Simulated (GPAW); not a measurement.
# MgMn2O4 (P-3m1) in GPAW: band structure with LDA

Aim: the band structure of MgMn2O4 with LDA.

Everything below comes from runs of GPAW 26.7.0. Logs are shortened: lines on timing, memory, paths and dates and some standing lists are left out, and cuts for length are marked. The log counts tension as positive stress, the text compression.

## (1) Starting point

Symmetry: P-3m1, No. 164, trigonal system. The conventional cell has a = 3.062 Å, b = 3.062 Å, c = 10.036 Å, α = 90.00°, β = 90.00°, γ = 120.00°. Mn (site symmetry 3m) is surrounded by 3 O at 1.94 Å. Around Mg (site symmetry -3m) lie 6 O at 2.16 Å. O (site symmetry 3m) has 3 Mn at 1.94 Å as nearest neighbours. O (site symmetry 3m) is surrounded by 3 Mg at 2.16 Å and 3 Mn at 2.29 Å.

The cell comes from a database or a generator and needn't be the stable form of this composition.

## (2) Band structure, LDA, collinear spin, ferromagnetic start

The input, run.py:

```python
from ase import Atoms
from ase.dft.bandgap import bandgap
from ase.io import write
from ase.units import GPa
from gpaw import GPAW, PW

atoms = Atoms(['Mn', 'Mn', 'Mg', 'O', 'O', 'O', 'O'],
              cell=[[3.0616722138, 0.0, 0.0],
                    [-1.5308361069, 2.6514859152, 0.0],
                    [0.0, 0.0, 10.0356054111]],
              scaled_positions=[[0.0, 0.0, 0.26927387],
                                [0.0, 0.0, 0.73072613],
                                [0.0, 0.0, 0.0],
                                [0.3333333333, 0.6666666667, 0.34871786],
                                [0.3333333333, 0.6666666667, 0.87597777],
                                [0.6666666667, 0.3333333333, 0.65128214],
                                [0.6666666667, 0.3333333333, 0.12402223]],
              pbc=True)
atoms.set_initial_magnetic_moments([4.0, 4.0, 0.0, 0.0, 0.0, 0.0, 0.0])

calc = GPAW(mode=PW(800),
            xc='LDA',
            kpts={'size': (7, 7, 2), 'gamma': True},
            occupations={'name': 'fermi-dirac', 'width': 0.05},
            nbands=54,
            convergence={'density': 1e-05, 'energy': 1e-05},
            maxiter=150,
            txt='gpaw.txt')
atoms.calc = calc
energy = atoms.get_potential_energy()
forces = atoms.get_forces()
stress = atoms.get_stress()
calc.write('gs.gpw')
write('result.traj', atoms)
print(f'Energy: {energy:.6f} eV')
print('Forces (eV/A):')
print(forces.round(4))
print('Stress (GPa):', (stress / GPa).round(3))
print('Moments:', calc.get_magnetic_moments().round(3))
print('Fermi level:', round(calc.get_fermi_level(), 4), 'eV')
print(f'Gap: {bandgap(calc)[0]:.4f} eV, direct: {bandgap(calc, direct=True)[0]:.4f} eV')

path = atoms.cell.bandpath('GMKGALHA,LM,KH', npoints=60, eps=1e-4)
bs_calc = calc.fixed_density(kpts=path, symmetry='off', nbands=76,
                             convergence={'bands': 'CBM+6.0', 'eigenstates': 1e-6}, txt='bands.txt')
bs = bs_calc.band_structure()
bs.write('bs.json')
print(f'Gap on the path: {bandgap(bs_calc)[0]:.4f} eV')
```

Potentials or basis: the program's PAW data sets (release 1.2.1) made for this functional, pw.

The run is started by

```console
$ OMP_NUM_THREADS=1 python run.py
```

gpaw.txt:

```text
__  _  _
 | _ |_)|_||  |
 |__||  | ||/\| - 26.7.0

Input parameters:
  mode=PW(ecut=800.0),
  convergence={'density': 1e-05, 'energy': 1e-05},
  kpts=MonkhorstPack(size=(7, 7, 2), gamma=True),
  maxiter=150,
  nbands=54,
  occupations=Occupations(name='fermi-dirac', width=0.05),
  xc=XC(name='LDA')

Diagonalizing LCAO Hamiltonian
Converting LCAO to pw mode

         O

       Mn   O

         O

       Mn
            O

       Mg

Atoms  # Å, Bohr magnetons
|   | symbol |         x |        y |        z |    initial magnetic moments |
|---|--------|-----------|----------|----------|-----------------------------|
| 0 |     Mn |  0.000000 | 0.000000 | 2.702326 | ( 0.0000,  0.0000,  4.0000) |
| 1 |     Mn |  0.000000 | 0.000000 | 7.333279 | ( 0.0000,  0.0000,  4.0000) |
| 2 |     Mg |  0.000000 | 0.000000 | 0.000000 | ( 0.0000,  0.0000,  0.0000) |
| 3 |      O | -0.000000 | 1.767657 | 3.499595 | ( 0.0000,  0.0000,  0.0000) |
| 4 |      O | -0.000000 | 1.767657 | 8.790967 | ( 0.0000,  0.0000,  0.0000) |
| 5 |      O |  1.530836 | 0.883829 | 6.536011 | ( 0.0000,  0.0000,  0.0000) |
| 6 |      O |  1.530836 | 0.883829 | 1.244638 | ( 0.0000,  0.0000,  0.0000) |

Unit cell  # Å
| periodic |         x |        y |         z |   lengths |     angles |
|----------|-----------|----------|-----------|-----------|------------|
|      yes |  3.061672 | 0.000000 |  0.000000 |  3.061672 |  90.000000 |
|      yes | -1.530836 | 2.651486 |  0.000000 |  3.061672 |  90.000000 |
|      yes |  0.000000 | 0.000000 | 10.035605 | 10.035605 | 120.000000 |

Number of symmetries: 12
Symmetry operations  # r_c * U_cc + t_c -> r_c
|    | kind |            matrix            |
|----|------|------------------------------|
|  0 |  σ   |  1, 1, 0,  0,-1, 0,  0, 0, 1 |
|  1 |  S6  |  1, 1, 0, -1, 0, 0,  0, 0,-1 |
|  2 |  E   |  1, 0, 0,  0, 1, 0,  0, 0, 1 |
|  3 |  C2  |  1, 0, 0, -1,-1, 0,  0, 0,-1 |
|  4 |  C2  |  0, 1, 0,  1, 0, 0,  0, 0,-1 |
|  5 |  C3  |  0, 1, 0, -1,-1, 0,  0, 0, 1 |
|  6 |  S6  |  0,-1, 0,  1, 1, 0,  0, 0,-1 |
|  7 |  σ   |  0,-1, 0, -1, 0, 0,  0, 0, 1 |
|  8 |  σ   | -1, 0, 0,  1, 1, 0,  0, 0, 1 |
|  9 |  i   | -1, 0, 0,  0,-1, 0,  0, 0,-1 |
| 10 |  C3  | -1,-1, 0,  1, 0, 0,  0, 0, 1 |
| 11 |  C2  | -1,-1, 0,  0, 1, 0,  0, 0,-1 |

BZ-sampling:
  Number of BZ points: 98
  Number of IBZ points: 16

  Monkhorst-Pack size: [7, 7, 2]
  Monkhorst-Pack shift: [0.0, 0.0, 0.25]

K-points  # in reciprocal-cell coordinates
|     |                                coordinates |     weight |
|-----|--------------------------------------------|------------|
|   0 | (  0.00000000,   0.00000000,   0.00000000) | 0.01020408 |
|   1 | (  0.00000000,   0.00000000,   0.50000000) | 0.01020408 |
|   2 | (  0.14285714,   0.00000000,   0.00000000) | 0.06122449 |
|   3 | (  0.14285714,   0.00000000,   0.50000000) | 0.06122449 |
|   4 | (  0.28571429,  -0.14285714,   0.00000000) | 0.06122449 |
|   5 | (  0.28571429,  -0.14285714,   0.50000000) | 0.06122449 |
|   6 | (  0.28571429,   0.00000000,   0.00000000) | 0.06122449 |
|   7 | (  0.28571429,   0.00000000,   0.50000000) | 0.06122449 |
|   8 | (  0.42857143,  -0.14285714,   0.00000000) | 0.12244898 |
|   9 | (  0.42857143,  -0.14285714,   0.50000000) | 0.12244898 |
| ... |                                            |            |
|  15 | (  0.42857143,   0.42857143,   0.50000000) | 0.06122449 |

Plane wave coefficients: 4207
Cutoff: 800.0 eV

Spin-components: 2 (collinear spins)
Bands:           54
Projectors:      37
Spin-degeneracy: 1
Datatype:        complex128

Parallelization:
  kpt:    1
  domain: 1
  band:   1

Density:
  Valence electrons: 64.0
  Components: 2
  Grid points: [20 20 70]
  Charge: 0.0  # |e|

Potential:
  Grid points: [20 20 70]

species:
  Mn:
    name:    Manganese
    Z:       25.0
    valence: 15
    core:    10
    charge:  0.0  # [|e|]
    compensation charges:
      type: gauss
      rc: 0.38  # [Å]
      lmax: 2
    cutoffs:
      filter: 2.14  # [Å]
      core: 0.86  # [Å]
    projectors
    | kind |    occ | energy [eV] | rcut [Å] |
    |------|--------|-------------|----------|
    |   3s |  2.000 |     -85.387 |    1.275 |
    |   4s |  2.000 |      -5.282 |    1.275 |
    |   3p |  6.000 |     -54.493 |    1.281 |
    |   4p |  0.000 |      -1.471 |    1.281 |
    |   3d |  5.000 |      -7.009 |    1.138 |
    |    d |        |      20.203 |    1.138 |

    Using partial waves for Mn as LCAO basis

  Mg:
    name:    Magnesium
    Z:       12.0
    valence: 10
    core:    2
    charge:  0.0  # [|e|]
    compensation charges:
      type: gauss
      rc: 0.33  # [Å]
      lmax: 2
    cutoffs:
      filter: 1.86  # [Å]
      core: 0.54  # [Å]
    projectors
    | kind |    occ | energy [eV] | rcut [Å] |
    |------|--------|-------------|----------|
    |   2s |  2.000 |     -79.291 |    1.090 |
    |   3s |  2.000 |      -4.782 |    1.090 |
    |   2p |  6.000 |     -46.725 |    1.085 |
    |   3p |  0.000 |      -1.374 |    1.085 |
    |    d |        |       0.000 |    1.037 |

    Using partial waves for Mg as LCAO basis

  O:
    name:    Oxygen
    Z:       8.0
    valence: 6
    core:    2
    charge:  0.0  # [|e|]
    compensation charges:
      type: gauss
      rc: 0.21  # [Å]
      lmax: 2
    cutoffs:
      filter: 1.17  # [Å]
      core: 0.83  # [Å]
    projectors
    | kind |    occ | energy [eV] | rcut [Å] |
    |------|--------|-------------|----------|
    |   2s |  2.000 |     -23.752 |    0.688 |
    |   2p |  4.000 |      -9.195 |    0.598 |
    |    s |        |       3.459 |    0.688 |
    |    p |        |      18.016 |    0.598 |
    |    d |        |       0.000 |    0.619 |

    Using partial waves for O as LCAO basis

Reference energy: -76449.806238  # eV

eigensolver:
  PPCG
  Converge bands: occupied
  niter=2

density mixing:
  MSR1-Mixer
  Pratt-step length: 0.05
  Maximum mixing coefficient: 0.75
  Old densities: 10
  SVD Regularization: 0.005
  Good broyden scale: 1.0
  Trust region scale: 1.0
  Backstep threshold: 4.0
  History deletion threshold: 6.0
  Fourier metric: weight=20.0, sigma=0.015

occupation numbers:
  Fermi-Dirac:
    width: 0.0500  # eV

poisson solver:
  ecut: 6400.0  # eV

xc functional:
  name: None

convergence criteria:
- Maximum integral of absolute [dens]ity change: 1e-05 electrons / valence electron
- Maximum [total energy] change in last 3 cyles: 1e-05 eV / valence electron
- Maximum integral of absolute [eigenst]ate change: 4e-08 eV^2 / valence electron
maximum number of iterations: 150

SCF iterations
|iter     | |      energy | eigst |  dens |  magmom |
|---------|-|-------------|-------|-------|---------|
|iter:   1| |  -62.776297 | +0.45 |       |  +8.0068|
|iter:   2| |  -61.212269 | -1.38 | -0.94 |  +8.0065|
|iter:   3| |  -58.630533 | -1.02 | -1.01 |  +8.0041|
|iter:   4| |  -58.569910 | -2.30 | -1.37 |  +8.0027|
|iter:   5| |  -58.543342 | -2.38 | -1.56 |  +8.0015|
|iter:   6| |  -58.514974 | -2.69 | -1.78 |  +8.0008|
|iter:   7| |  -58.512339 | -3.42 | -1.99 |  +7.9999|
|iter:   8| |  -58.512861 | -4.98 | -2.74 |  +7.9999|
|iter:   9| |  -58.513004 | -5.12 | -3.03 |  +7.9999|
|iter:  10| |  -58.513008c| -6.67 | -3.70 |  +7.9999|
|iter:  11| |  -58.513007c| -7.50c| -4.12 |  +7.9999|
|iter:  12| |  -58.513007c| -7.70c| -4.67 |  +7.9999|
|iter:  13| |  -58.513007c| -8.41c| -5.26c|  +7.9999|

Converged in 13 steps
Energy contributions relative to reference atoms: (reference = -76449.806238)

Energy contributions:
  Kinetic:          34.195736
  Coulomb:         -36.389624
  Zero:              0.911067
  External:          0.000000
  Xc:              -57.216256
  Entropy:          -0.027860
  Spinorbit:         0.000000
  ----------------------------
  Free energy:     -58.526937
  Extrapolated:    -58.513007

dipole moment: (-9.165419, -15.874971, -14.509745)  # |e|*Ang

Total magnetic moment: (0.000000, 0.000000, 7.999862)

Local magnetic moments
|        x |        y |        z |
|----------|----------|----------|
| 0.000000 | 0.000000 | 3.568473 |  # Mn   0
| 0.000000 | 0.000000 | 3.568473 |  # Mn   1
| 0.000000 | 0.000000 | 0.010583 |  # Mg   2
| 0.000000 | 0.000000 | 0.057576 |  # O    3
| 0.000000 | 0.000000 | 0.088613 |  # O    4
| 0.000000 | 0.000000 | 0.057576 |  # O    5
| 0.000000 | 0.000000 | 0.088613 |  # O    6

Fermi level: 5.000
Eigenvalues  # (at kpt = [0.000, 0.000, 0.000])
| band index |      eig [eV] | occ [0-1] |      eig [eV] | occ [0-1] |
|------------|---------------|-----------|---------------|-----------|
|          0 |       -76.278 |     1.000 |       -72.347 |     1.000 |
|        ... |               |           |               |           |
|         23 |         1.733 |     1.000 |         2.292 |     1.000 |
|         24 |         1.893 |     1.000 |         2.292 |     1.000 |
|         25 |         1.894 |     1.000 |         2.440 |     1.000 |
|         26 |         1.999 |     1.000 |         2.550 |     1.000 |
|         27 |         2.000 |     1.000 |         2.550 |     1.000 |
|         28 |         2.387 |     1.000 |         5.603 |     0.000 |
[... 8 lines left out ...]
|         37 |         5.841 |     0.000 |         8.070 |     0.000 |
|         38 |         7.343 |     0.000 |         8.070 |     0.000 |
|        ... |               |           |               |           |
|         53 |        22.465 |     0.000 |        23.022 |     0.000 |

No gap
No difference between direct/indirect transitions

Forces  # eV/Ang
|        x |        y |        z |
|----------|----------|----------|
| -0.00000 |  0.00000 |  0.59943 |  # Mn   0
|  0.00000 | -0.00000 | -0.59943 |  # Mn   1
|  0.00000 |  0.00000 |  0.00000 |  # Mg   2
|  0.00000 | -0.00000 | -1.27505 |  # O    3
|  0.00000 |  0.00000 | -0.21421 |  # O    4
|  0.00000 |  0.00000 |  1.27505 |  # O    5
| -0.00000 |  0.00000 |  0.21421 |  # O    6

Stress tensor  # eV/Ang^3
|        x |        y |        z |
|----------|----------|----------|
| 0.105468 | 0.000000 | 0.000000 |
| 0.000000 | 0.105468 | 0.000000 |
| 0.000000 | 0.000000 | 0.072736 |

# Writing to gs.gpw (mode='')
```

Wall time 7.3 min (1 thread of Arm Neoverse V2, shared host); peak memory 1.1 GiB.

Results:

| Quantity | Value |
| --- | --- |
| Free energy | -58.5269 eV |
| Pressure | -15.1 GPa |
| Largest force | 1.275 eV/Å |
| Band gap along the path | none (metal or under the smearing width) |
| Net moment | 8.00 μB per cell |
| Site moments | Mn +3.57; Mg +0.01; O +0.06, +0.09 μB |

Forces in eV/Å, atoms in the order of the input:
```
Mn   0.000  0.000  0.599
Mn   0.000  0.000 -0.599
Mg   0.000  0.000  0.000
O    0.000  0.000 -1.275
O    0.000  0.000 -0.214
O    0.000  0.000  1.275
O    0.000  0.000  0.214
```

Levels at the corners of the path, in eV from the Fermi level:
Spin up:
| point | band 33 | band 34 | band 35 | band 36 | band 37 | band 38 | band 39 | band 40 |
| --- | --- | --- | --- | --- | --- | --- | --- | --- |
| Γ | -1.54 | -1.20 | 0.78 | 0.78 | 0.84 | 0.84 | 2.34 | 4.45 |
| M | -1.71 | -1.59 | -0.62 | -0.54 | 0.10 | 0.21 | 6.17 | 6.91 |
| K | -1.64 | -1.64 | -0.64 | -0.64 | -0.03 | -0.03 | 8.31 | 8.32 |
| Γ | -1.54 | -1.20 | 0.78 | 0.78 | 0.84 | 0.84 | 2.34 | 4.45 |
| A | -1.45 | -1.36 | 0.80 | 0.80 | 0.82 | 0.82 | 2.74 | 3.70 |
| L | -1.71 | -1.61 | -0.63 | -0.50 | 0.12 | 0.19 | 6.08 | 7.08 |
| H | -1.65 | -1.65 | -0.62 | -0.62 | -0.05 | -0.05 | 8.32 | 8.32 |
| A | -1.45 | -1.36 | 0.80 | 0.80 | 0.82 | 0.82 | 2.74 | 3.70 |
| L | -1.71 | -1.61 | -0.63 | -0.50 | 0.12 | 0.19 | 6.08 | 7.08 |
| M | -1.71 | -1.59 | -0.62 | -0.54 | 0.10 | 0.21 | 6.17 | 6.91 |
| K | -1.64 | -1.64 | -0.64 | -0.64 | -0.03 | -0.03 | 8.31 | 8.32 |
| H | -1.65 | -1.65 | -0.62 | -0.62 | -0.05 | -0.05 | 8.32 | 8.32 |
Spin down:
| point | band 25 | band 26 | band 27 | band 28 | band 29 | band 30 | band 31 | band 32 |
| --- | --- | --- | --- | --- | --- | --- | --- | --- |
| Γ | -2.71 | -2.56 | -2.45 | -2.45 | 0.60 | 0.60 | 0.61 | 0.61 |
| M | -3.60 | -3.49 | -3.46 | -3.30 | 0.77 | 0.80 | 1.16 | 1.19 |
| K | -4.20 | -4.14 | -3.17 | -3.17 | 0.58 | 0.58 | 0.77 | 0.90 |
| Γ | -2.71 | -2.56 | -2.45 | -2.45 | 0.60 | 0.60 | 0.61 | 0.61 |
| A | -2.70 | -2.70 | -2.45 | -2.45 | 0.60 | 0.60 | 0.61 | 0.61 |
| L | -3.60 | -3.59 | -3.46 | -3.31 | 0.76 | 0.80 | 1.18 | 1.18 |
| H | -4.17 | -4.17 | -3.18 | -3.18 | 0.57 | 0.57 | 0.79 | 0.88 |
| A | -2.70 | -2.70 | -2.45 | -2.45 | 0.60 | 0.60 | 0.61 | 0.61 |
| L | -3.60 | -3.59 | -3.46 | -3.31 | 0.76 | 0.80 | 1.18 | 1.18 |
| M | -3.60 | -3.49 | -3.46 | -3.30 | 0.77 | 0.80 | 1.16 | 1.19 |
| K | -4.20 | -4.14 | -3.17 | -3.17 | 0.58 | 0.58 | 0.77 | 0.90 |
| H | -4.17 | -4.17 | -3.18 | -3.18 | 0.57 | 0.57 | 0.79 | 0.88 |

Caveat: semilocal functionals often make such compounds metallic where correlation or magnetic order opens a gap, which also shifts bond lengths; only a ferromagnetic start was run, and an antiferromagnetic order may lie lower in energy; forces of over 1 eV/Å show positions far from the minimum, so gaps and moduli don't describe the material at rest.
